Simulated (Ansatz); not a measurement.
Predict the output of the script below (Ansatz 0.2.0, Python API).

The script reads `c3h8osi.yaml`:
```yaml
crystal:
  periodic: [false, false, false]
  atoms:
    - { symbol: C, position_ang: [2.4111, 0.3569, 0.4604] }
    - { symbol: C, position_ang: [1.1939, -0.4847, 0.2695] }
    - { symbol: C, position_ang: [-0.0205, 0.0041, -0.0044] }
    - { symbol: O, position_ang: [-1.0993, -0.8256, -0.1684] }
    - { symbol: Si, position_ang: [-2.6066, -0.2092, -0.5089] }
    - { symbol: H, position_ang: [2.8249, 0.1929, 1.4601] }
    - { symbol: H, position_ang: [2.1967, 1.4247, 0.3506] }
    - { symbol: H, position_ang: [3.1726, 0.0841, -0.2764] }
    - { symbol: H, position_ang: [1.321, -1.5606, 0.3624] }
    - { symbol: H, position_ang: [-0.2083, 1.0664, -0.1086] }
    - { symbol: H, position_ang: [-3.0343, 0.7066, 0.58] }
    - { symbol: H, position_ang: [-2.5617, 0.5586, -1.7799] }
    - { symbol: H, position_ang: [-3.5894, -1.3143, -0.6364] }
basis:
  gaussian: { orbitals: def2-SVP }
hamiltonian:
  xc: b3lyp
output:
  forces: true
```

`deck_c3h8osi.py`
```python
# -*- coding: utf-8 -*-
"""Run C3H8OSi from an input written out key by key."""

import ansatz as az
import numpy as np


def main():
    session = az.Session.from_deck("c3h8osi.yaml")
    summary = session.plan(threads=1).execute().report

    for key in ("converged", "free_energy_ev", "reference_energy_ev", "n_frozen", "n_occupied", "n_virtual"):
        print(f"{key:22s} {summary[key]}")
    symbols = ["C", "C", "C", "O", "Si", "H", "H", "H", "H", "H", "H", "H", "H"]
    state = summary["mean_field"]["state"]
    print(f"mean field: {state['energy']['hartree']:.7f} Ha, <S^2> = {abs(state['spin_squared']):.4f}, stability: {state.get('stability', {}).get('kind')}")

    forces = np.array(summary["forces_ev_ang"])
    print("largest force", round(float(np.linalg.norm(forces, axis=1).max()), 4), "eV/A, rms", round(float(np.sqrt((forces ** 2).mean())), 4))
    charges = summary["charge_distribution"]
    dipole = np.array(charges["dipole_moment_e_ang"]) * 4.803205
    print("dipole (D): {:.3f} {:.3f} {:.3f}, length {:.3f}".format(*dipole, np.linalg.norm(dipole)))
    print("atom  Mulliken   Lowdin")
    for symbol, m, l in zip(symbols, charges["mulliken_charges_e"], charges["lowdin_charges_e"]):
        print(f"{symbol:4s} {m:9.3f} {l:8.3f}")


if __name__ == "__main__":
    main()
```

```console
$ python deck_c3h8osi.py
converged              True
free_energy_ev         -13160.414210809677
reference_energy_ev    -13160.414210809677
n_frozen               0
n_occupied             [24, 24]
n_virtual              [90, 90]
mean field: -483.6363018 Ha, <S^2> = 0.0000, stability: minimum
largest force 1.0587 eV/A, rms 0.2593
dipole (D): 0.086 0.831 -0.035, length 0.836
atom  Mulliken   Lowdin
C        0.064    0.050
C       -0.109   -0.091
C        0.163   -0.049
O       -0.421    0.033
Si       0.578    0.323
H        0.022    0.004
H        0.004    0.001
H        0.022    0.004
H       -0.000    0.012
H       -0.008    0.001
H       -0.109   -0.101
H       -0.109   -0.101
H       -0.096   -0.088
```

Reading the output:
- Total energies depend on the basis set; only differences at equal settings carry meaning.
- The geometry is a force-field or estimated start, not a minimum of this method, and the basis set is short of its limit.
- The Löwdin charges here are taken after orthogonalising the functions within each atom; they differ from plain Löwdin charges, and their signs can be unphysical.
- Timing: 4.3 s on 1 thread of Arm Neoverse V2, on a shared host, peak memory 0.28 GiB.
